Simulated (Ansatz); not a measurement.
# CH7ClGeSi: relaxing the structure

What shape does CH7ClGeSi take? The plan is to relax it.

The runs use Ansatz 0.2.0, Gaussian basis; RKS PBE0-D4/def2-TZVP.

Plan: relaxation at PBE-D4/def2-SVP; relaxation at PBE0-D4/def2-TZVP.

1 further run of the same task is left out (set aside as unsound or not needed).

## 1. The starting structure

SMILES `[CH3][GeH2][SiH2]Cl`, 11 atoms, charge 0, spin multiplicity 1.

Atoms are counted from 1 here; the program's logs count them from 0.

Bond lengths: C1–Ge2 1.893 Å, C1–H5 1.113 Å, C1–H6 1.077 Å, C1–H7 1.157 Å, Ge2–Si3 2.306 Å, Ge2–H8 1.541 Å, Ge2–H9 1.591 Å, Si3–Cl4 2.072 Å, Si3–H10 1.515 Å, Si3–H11 1.450 Å. Angles: Ge2–C1–H5 112.1°, Ge2–C1–H6 113.9°, Ge2–C1–H7 108.5°, H5–C1–H6 109.4°, H5–C1–H7 105.3°, H6–C1–H7 107.1°, C1–Ge2–Si3 108.2°, C1–Ge2–H8 110.1°, C1–Ge2–H9 110.9°, Si3–Ge2–H8 109.0°, Si3–Ge2–H9 110.3°, H8–Ge2–H9 108.3°, Ge2–Si3–Cl4 111.6°, Ge2–Si3–H10 107.8°, Ge2–Si3–H11 109.2°, Cl4–Si3–H10 107.3°, Cl4–Si3–H11 111.8°, H10–Si3–H11 109.0°.

Coordinates:

| atom | x (Å) | y (Å) | z (Å) |
| --- | --- | --- | --- |
| C1 | -1.6531 | -0.1916 | 0.3426 |
| Ge2 | 0.1526 | -0.0680 | 0.8956 |
| Si3 | 1.4782 | 0.0495 | -0.9877 |
| Cl4 | 1.0707 | 1.7477 | -2.1022 |
| H5 | -2.3557 | -0.2070 | 1.2058 |
| H6 | -1.8566 | -1.0318 | -0.2990 |
| H7 | -1.9211 | 0.7634 | -0.2533 |
| H8 | 0.5441 | -1.3171 | 1.7080 |
| H9 | 0.3786 | 1.2141 | 1.8109 |
| H10 | 2.9197 | 0.1443 | -0.5326 |
| H11 | 1.3080 | -1.1604 | -1.7676 |

The start is a force-field geometry with small random shifts, so a cheaper pass at PBE-D4/def2-SVP comes first.

## 2. Relaxation at PBE-D4/def2-SVP (cheap first pass)

Input file in.yaml:

```yaml
crystal:
  periodic: [false, false, false]
  atoms:
    - {symbol: C, position_ang: [-1.653100, -0.191600, 0.342600]}
    - {symbol: Ge, position_ang: [0.152600, -0.068000, 0.895600]}
    - {symbol: Si, position_ang: [1.478200, 0.049500, -0.987700]}
    - {symbol: Cl, position_ang: [1.070700, 1.747700, -2.102200]}
    - {symbol: H, position_ang: [-2.355700, -0.207000, 1.205800]}
    - {symbol: H, position_ang: [-1.856600, -1.031800, -0.299000]}
    - {symbol: H, position_ang: [-1.921100, 0.763400, -0.253300]}
    - {symbol: H, position_ang: [0.544100, -1.317100, 1.708000]}
    - {symbol: H, position_ang: [0.378600, 1.214100, 1.810900]}
    - {symbol: H, position_ang: [2.919700, 0.144300, -0.532600]}
    - {symbol: H, position_ang: [1.308000, -1.160400, -1.767600]}
basis:
  gaussian: {orbitals: def2-SVP}
hamiltonian: {xc: pbe, dispersion: d4}
relax: {f_tol: 0.03, max_steps: 200}
```

Started as:

```sh
$ ansatz run in.yaml --threads 4 --pin off --events-out ev --progress --plain --max-ram 10444MiB
```

Output, cut to the lines that bear on the results:

```text
Functional definition: PBE
  name "PBE"
  cite "Perdew, Burke & Ernzerhof, Phys. Rev. Lett. 77, 3865 (1996) doi:10.1103/PhysRevLett.77.3865"
  parent pbe
[...]
1306 factors; their error is unknown
[...]
mean field -78036.77828612 eV, -2867.7987067869 hartree, gradient 2.9e-5 eV, S^2 0.000000; 0 other end points of the search recorded, 0 dependent functions left out
[...]
reference -78036.77832457 eV, -2867.7987081998 hartree; 38, 38 occupied and 79, 79 virtual orbitals, 1306 factors
relax step   1: F+E_penalty+E_count = -78037.03984759 eV  Δ(F+E_penalty+E_count) = +0.000e0 eV  max|allowed force component| = 2.164e0 eV/Å  Δτ_max = 0.0000 Å  (25 SCF iters, accepted)
[...]
relax step   7: F+E_penalty+E_count = -78037.27953590 eV  Δ(F+E_penalty+E_count) = -9.571e-4 eV  max|allowed force component| = 3.932e-2 eV/Å  Δτ_max = 0.0426 Å  (26 SCF iters, accepted)
[...]
relax step   8: F+E_penalty+E_count = -78037.27998252 eV  Δ(F+E_penalty+E_count) = -4.466e-4 eV  max|allowed force component| = 2.556e-2 eV/Å  Δτ_max = 0.0434 Å  (26 SCF iters, accepted)
1306 factors; their error is unknown
mean field -78037.02043864 eV, -2867.8076057278 hartree, gradient 1.4e-5 eV, S^2 0.000000; 1 other end points of the search recorded, 0 dependent functions left out
[...]
reference -78037.02047763 eV, -2867.8076071606 hartree; 38, 38 occupied and 79, 79 virtual orbitals, 1306 factors
Total energy: -78037.28002151 eV, -2867.8171452223 hartree
Atom 0 at    -1.709214    -0.133935     0.325969 Å, force    -0.023766     0.005933     0.011089 eV/Å
Atom 1 at     0.157897    -0.108221     0.957249 Å, force     0.007977    -0.003972    -0.002715 eV/Å
Atom 2 at     1.572808     0.037346    -0.965790 Å, force    -0.018773     0.018925     0.008347 eV/Å
Atom 3 at     0.900541     1.729296    -2.018180 Å, force     0.025051    -0.025561     0.001421 eV/Å
Atom 4 at    -2.409919    -0.032789     1.177838 Å, force     0.013625    -0.001284    -0.013342 eV/Å
Atom 5 at    -1.921011    -1.084395    -0.201176 Å, force     0.001112     0.007406     0.000425 eV/Å
Atom 6 at    -1.869178     0.707169    -0.376747 Å, force     0.008225    -0.011048     0.010315 eV/Å
Atom 7 at     0.479814    -1.376459     1.799527 Å, force    -0.004262    -0.000433    -0.006527 eV/Å
Atom 8 at     0.407448     1.142441     1.845396 Å, force     0.001339    -0.002804     0.002018 eV/Å
Atom 9 at     3.033570     0.217595    -0.651364 Å, force    -0.018604     0.012860    -0.010612 eV/Å
Atom 10 at     1.422643    -1.154948    -1.872222 Å, force     0.008076    -0.000023    -0.000419 eV/Å
Dipole moment:    -0.099957    -0.227335     0.157553 e Å
```

It took 12 s on 4 threads of Arm Neoverse V1, shared host.

Relaxation path:

| step | energy from step 1 (eV) | largest force component (eV/Å) |
| --- | --- | --- |
| 1 | 0.0000 | 2.1637 |
| 2 | -0.1969 | 0.6417 |
| 3 | -0.2308 | 0.2070 |
| 4 | -0.2349 | 0.0555 |
| 5 | -0.2370 | 0.0464 |
| 6 | -0.2387 | 0.0603 |
| 7 | -0.2397 | 0.0393 |
| 8 | -0.2401 | 0.0256 |

Distances of close pairs at the start and the end, largest changes first:

```
   bond  before (Å)  after (Å)  change (Å)
Ge2–Si3       2.306      2.392      +0.086
 C1–Ge2       1.893      1.971      +0.079
Si3–H11       1.450      1.505      +0.056
  C1–H7       1.157      1.108      -0.049
 Ge2–H9       1.591      1.554      -0.037
Si3–Cl4       2.072      2.103      +0.031
  C1–H6       1.077      1.107      +0.031
 Ge2–H8       1.541      1.556      +0.015
```

## 3. Geometry optimisation, PBE0-D4/def2-TZVP

Input file in.yaml:

```yaml
crystal:
  periodic: [false, false, false]
  atoms:
    - {symbol: C, position_ang: [-1.709214, -0.133935, 0.325969]}
    - {symbol: Ge, position_ang: [0.157897, -0.108221, 0.957249]}
    - {symbol: Si, position_ang: [1.572808, 0.037346, -0.965790]}
    - {symbol: Cl, position_ang: [0.900541, 1.729296, -2.018180]}
    - {symbol: H, position_ang: [-2.409919, -0.032789, 1.177838]}
    - {symbol: H, position_ang: [-1.921011, -1.084395, -0.201176]}
    - {symbol: H, position_ang: [-1.869178, 0.707169, -0.376747]}
    - {symbol: H, position_ang: [0.479814, -1.376459, 1.799527]}
    - {symbol: H, position_ang: [0.407448, 1.142441, 1.845396]}
    - {symbol: H, position_ang: [3.033570, 0.217595, -0.651364]}
    - {symbol: H, position_ang: [1.422643, -1.154948, -1.872222]}
basis:
  gaussian: {orbitals: def2-TZVP}
hamiltonian: {xc: pbe0, dispersion: d4}
relax: {f_tol: 0.005, max_steps: 150}
```

The command is unchanged.

Output, cut to the lines that bear on the results:

```text
Functional definition: PBE0
  name "PBE0"
  cite "Adamo & Barone, J. Chem. Phys. 110, 6158 (1999) doi:10.1063/1.478522"
  cite "Perdew, Burke & Ernzerhof, Phys. Rev. Lett. 77, 3865 (1996) doi:10.1103/PhysRevLett.77.3865"
  parent pbe
[...]
1425 factors; their error is unknown
[...]
mean field -78056.24785043 eV, -2868.5142000784 hartree, gradient 1.3e-5 eV, S^2 0.000000; 0 other end points of the search recorded, 0 dependent functions left out
[...]
reference -78056.24788670 eV, -2868.5142014113 hartree; 38, 38 occupied and 157, 157 virtual orbitals, 1425 factors
relax step   1: F+E_penalty+E_count = -78056.47122478 eV  Δ(F+E_penalty+E_count) = +0.000e0 eV  max|allowed force component| = 4.734e-1 eV/Å  Δτ_max = 0.0000 Å  (28 SCF iters, accepted)
[...]
Atom 1 at     0.140626    -0.095320     0.924322 Å, force     0.001999    -0.000767    -0.000018 eV/Å
Atom 2 at     1.576173     0.040852    -0.969412 Å, force     0.002106     0.001684    -0.001977 eV/Å
Atom 3 at     0.967878     1.644216    -2.126661 Å, force    -0.000222    -0.000965    -0.000139 eV/Å
Atom 4 at    -2.388147    -0.133488     1.217129 Å, force    -0.000331     0.000484    -0.000126 eV/Å
Atom 5 at    -1.926393    -1.004403    -0.257241 Å, force     0.000977     0.000124     0.000605 eV/Å
Atom 6 at    -1.943869     0.768348    -0.245378 Å, force     0.000309    -0.000291    -0.000038 eV/Å
Atom 7 at     0.477694    -1.371021     1.723378 Å, force    -0.000513     0.000102    -0.000080 eV/Å
Atom 8 at     0.403518     1.120314     1.833268 Å, force     0.000204    -0.000329     0.000322 eV/Å
Atom 9 at     2.998035     0.266162    -0.605501 Å, force    -0.003274    -0.001482     0.000358 eV/Å
Atom 10 at     1.488323    -1.172584    -1.822421 Å, force    -0.000319     0.001743     0.001879 eV/Å
Dipole moment:    -0.118124    -0.212460     0.174976 e Å
```

Wall time 46 s (4 threads of Arm Neoverse V1, shared host); peak memory 0.62 GiB.

Relaxation path:

```csv
step,energy from step 1 (eV),largest force component (eV/Å)
1,0.0000,0.4734
2,-0.0365,0.1742
3,-0.0410,0.0350
4,-0.0422,0.0210
5,-0.0429,0.0618
6,-0.0435,0.0168
7,-0.0437,0.0039
8,-0.0437,0.0096
9,-0.0437,0.0121
10,-0.0437,0.0065
11,-0.0438,0.0033
```

The force was under the threshold of 0.005 eV/Å already at step 7, but the program went on to step 11.

Distances of close pairs at the start and the end, largest changes first:

| bond | before (Å) | after (Å) | change (Å) |
| --- | --- | --- | --- |
| Si3–Cl4 | 2.103 | 2.069 | -0.034 |
| Si3–H10 | 1.505 | 1.485 | -0.020 |
| Si3–H11 | 1.505 | 1.486 | -0.019 |
| C1–H7 | 1.108 | 1.090 | -0.017 |
| C1–H5 | 1.108 | 1.090 | -0.017 |
| C1–H6 | 1.107 | 1.090 | -0.017 |
| C1–Ge2 | 1.971 | 1.956 | -0.015 |
| Ge2–H9 | 1.554 | 1.540 | -0.014 |

Mulliken charges at the end point, from the run's report:

```
atom  value (e)
  C1      -0.48
 Ge2       0.07
 Si3       0.20
 Cl4      -0.25
  H5       0.15
  H6       0.15
  H7       0.15
  H8       0.01
  H9       0.01
 H10      -0.01
 H11      -0.01
```

## 4. Outcome

| quantity | value |
| --- | --- |
| point group | C1 |
| steps | 8 + 11 |
| shift from the start (rms) | 0.112 Å |
| total energy | -78056.5150 eV |
| dispersion term | -222 meV |
| dipole moment | 1.44 D |

What this shows: The relaxed geometry lies 0.11 Å (rms) from the start; the bond that changed most is Ge2–Si3, from 2.306 to 2.380 Å. No vibrations were run, so it is not proven to be a minimum. The largest Mulliken charge, -0.48 e, sits on C1.
